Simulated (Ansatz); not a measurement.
# NbTl3Te6: the cost of one run

Program: Ansatz 0.2.0. Level of theory: DFT PBE, scalar-relativistic, plane waves, PAW. These are calculated values, not measurements.

## 1. The system as given

Symmetry: Fm-3m, No. 225, cubic system. Conventional cell: a = 11.630 Å, b = 11.630 Å, c = 11.630 Å, α = 90.00°, β = 90.00°, γ = 90.00°. Nb (site symmetry m-3m) has 6 Te at 2.72 Å as nearest neighbours. Tl (site symmetry -43m) is surrounded by 12 Te at 4.12 Å. Tl (site symmetry m-3m) has 6 Te at 3.09 Å as nearest neighbours. Around Te (site symmetry 4mm) lie 1 Nb at 2.72 Å and 1 Tl at 3.09 Å.

Structure file:

```
Nb Tl Te
1.0
     0.00000    5.81483    5.81483
     5.81483    0.00000    5.81483
     5.81483    5.81483    0.00000
Nb Tl Te
1 3 6
Direct
  0.00000 0.00000 0.00000
  0.75000 0.75000 0.75000
  0.25000 0.25000 0.25000
  0.50000 0.50000 0.50000
  0.76590 0.23410 0.23410
  0.23410 0.23410 0.76590
  0.23410 0.76590 0.76590
  0.23410 0.76590 0.23410
  0.76590 0.23410 0.76590
  0.76590 0.76590 0.23410
```

A structure generator made this guess: species swapped into a database cell of Rb3PrCl6 (Fm-3m, No. 225), with Tl on the Rb sites, Nb on the Pr sites and Te on the Cl sites. The dimensions are guesses.

## 2. The guess as it stands, on a coarse mesh

The input, input.yaml:

```yaml
crystal:
  lattice:
    - [0.0, 5.81482551, 5.81482551]
    - [5.81482551, 0.0, 5.81482551]
    - [5.81482551, 5.81482551, 0.0]
  atoms:
    - { symbol: Nb, position: [0.0, 0.0, 0.0] }
    - { symbol: Tl, position: [0.75, 0.75, 0.75] }
    - { symbol: Tl, position: [0.25, 0.25, 0.25] }
    - { symbol: Tl, position: [0.5, 0.5, 0.5] }
    - { symbol: Te, position: [0.76590151, 0.23409849, 0.23409849] }
    - { symbol: Te, position: [0.23409849, 0.23409849, 0.76590151] }
    - { symbol: Te, position: [0.23409849, 0.76590151, 0.76590151] }
    - { symbol: Te, position: [0.23409849, 0.76590151, 0.23409849] }
    - { symbol: Te, position: [0.76590151, 0.23409849, 0.76590151] }
    - { symbol: Te, position: [0.76590151, 0.76590151, 0.23409849] }
basis:
  ecutwfc: 420
kpoints:
  mp_grid: { grid: [4, 4, 4] }
hamiltonian:
  xc: pbe
scf:
  occupations: { method: gaussian, width: 0.1 }
  lower_state_search: "off"
output:
  forces: true
  stress: true
  eigenvalues: true
```

Started as:

```bash
$ ansatz run input.yaml --threads 1 --pin off --max-ram 2560MiB --backend cpu --events-out ev --progress --plain --runs-dir out
```

**Question.** How long does this run take on 1 thread of INTEL XEON PLATINUM 8581C at 2.10GHz (Emerald Rapids), shared host, and how much memory does it need?

About 8.1 s, with a peak of 0.79 GiB.
